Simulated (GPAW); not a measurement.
# NiMoIrPdW: relaxation of cell and atoms with PBE

NiMoIrPdW:

```
Ni Mo Pd Ir W
1.0
    -1.37004    1.37004    9.71647
     1.37004   -1.37004    9.71647
     1.37004    1.37004   -9.71647
Ni Mo Pd Ir W
1 1 1 1 1
Direct
  0.19862 0.19862 0.00000
  0.60922 0.60922 0.00000
  0.79310 0.79310 0.00000
  0.39944 0.39944 0.00000
  0.99565 0.99565 0.00000
```

The cell was built by a generator and needn't be a form met in nature.

| Quantity | Value |
| --- | --- |
| Program | GPAW 26.7.0 |
| Task | relaxation of cell and atoms |
| Functional | PBE |
| Potentials or basis | GPAW PAW data sets (gpaw-data 1.2.1) |
| Cutoff | 600 eV |
| Basis | pw |
| k mesh | 10 × 10 × 10 |
| Occupations | fermi-dirac, width 0.05 eV |
| Spin | collinear spin, ferromagnetic start |
| Starting moments | [1.0, 1.0, 0.0, 0.6, 0.0] μB |
| Target pressure | -1 GPa |
| Ranks | 4 |
| Maxiter | 150 |
| Optimizer | FIRE |
| Fmax | 0.05 eV/Å |
| Max steps | 40 |
| Target pressure | -1 GPa |
| Convergence | density=1e-05 forces=0.0001 |

* Relaxed volume: 14.67 Å³/atom
* Relaxed cell: a = 9.953 Å, b = 9.953 Å, c = 9.953 Å, α = 164.17°, β = 164.17°, γ = 22.46°
* Space group after relaxing (to 0.05 Å): I4mm (No. 107)
* Energy change on relaxing (the enthalpy is what falls): +0.1 meV/atom
* Ionic steps: 8
* Pressure after relaxing: -1.4 GPa
* Largest force after relaxing: 0.026 eV/Å
* Band gap on the k mesh: none (metal or under the smearing width)
* Net moment: 0.00 μB per cell

Forces on the atoms (eV/Å):
```
Ni   0.000  0.000  0.012
Mo   0.000  0.000 -0.010
Pd   0.000  0.000 -0.026
Ir   0.000  0.000  0.010
W    0.000  0.000  0.013
```

Stress tensor (GPa, compression positive):
```
-1.51  0.00  0.00
 0.00 -1.51  0.00
 0.00  0.00 -1.13
```

The path:
```tsv
step	energy change (eV)	largest force (eV/Å)	pressure (GPa)	volume (Å³)
1	0.0000	0.0740	-0.14	72.95
2	-0.0001	0.0655	-0.27	72.99
3	-0.0003	0.0496	-0.52	73.05
4	-0.0002	0.0303	-0.82	73.13
5	0.0001	0.0547	-1.10	73.22
6	0.0003	0.0586	-1.31	73.29
7	0.0004	0.0416	-1.40	73.33
8	0.0003	0.0257	-1.38	73.35
```

Final structure:
```
Ni Mo Pd Ir W
1.0
    -1.37052    1.37052    9.76252
     1.37052   -1.37052    9.76252
     1.37052    1.37052   -9.76252
Ni Mo Pd Ir W
1 1 1 1 1
Direct
  0.19837 0.19837 0.00000
  0.60888 0.60888 0.00000
  0.79368 0.79368 0.00000
  0.39949 0.39949 0.00000
  0.99561 0.99561 0.00000
```

Levels at points of the mesh, in eV from the Fermi level:
Spin up:
```tsv
k point	band 35	band 36	band 37	band 38	band 39	band 40	band 41	band 42
(0.00, 0.00, 0.00)	-0.87	-0.87	-0.62	0.15	0.24	1.11	1.29	1.29
(0.50, 0.00, 0.50)	-1.06	-0.86	-0.75	0.41	0.63	0.84	1.24	1.41
(0.50, 0.50, 0.00)	0.14	0.30	1.91	1.92	2.37	2.77	2.89	4.78
(0.50, 0.50, 0.50)	-0.67	-0.67	-0.63	-0.06	0.24	0.30	1.13	1.13
```
Spin down:
```
           k point  band 34  band 35  band 36  band 37  band 38  band 39  band 40  band 41  band 42  band 43
(0.00, 0.00, 0.00)    -1.04    -0.87    -0.87    -0.62     0.15     0.24     1.11     1.29     1.29     1.91
(0.50, 0.00, 0.50)    -1.15    -1.06    -0.86    -0.75     0.41     0.63     0.84     1.24     1.41     2.76
(0.50, 0.50, 0.00)     0.13     0.14     0.30     1.91     1.92     2.37     2.77     2.89     4.78     4.96
(0.50, 0.50, 0.50)    -1.09    -0.67    -0.67    -0.63    -0.06     0.24     0.30     1.13     1.13     3.09
```

It took 70 min on 4 MPI ranks on AMD EPYC 9R45 96-Core Processor (Zen 5), on a shared host, peak memory 1.3 GiB a rank.

Caveat: each step starts from the last one's moments, so a moment once lost doesn't come back; the stock nickel data set gives pressures a few GPa off other programs; later steps reuse the first step's grids; the program warned that so skewed a cell can give wrong results. The run has no spin-orbit coupling, so splittings on Ir, W are missing.
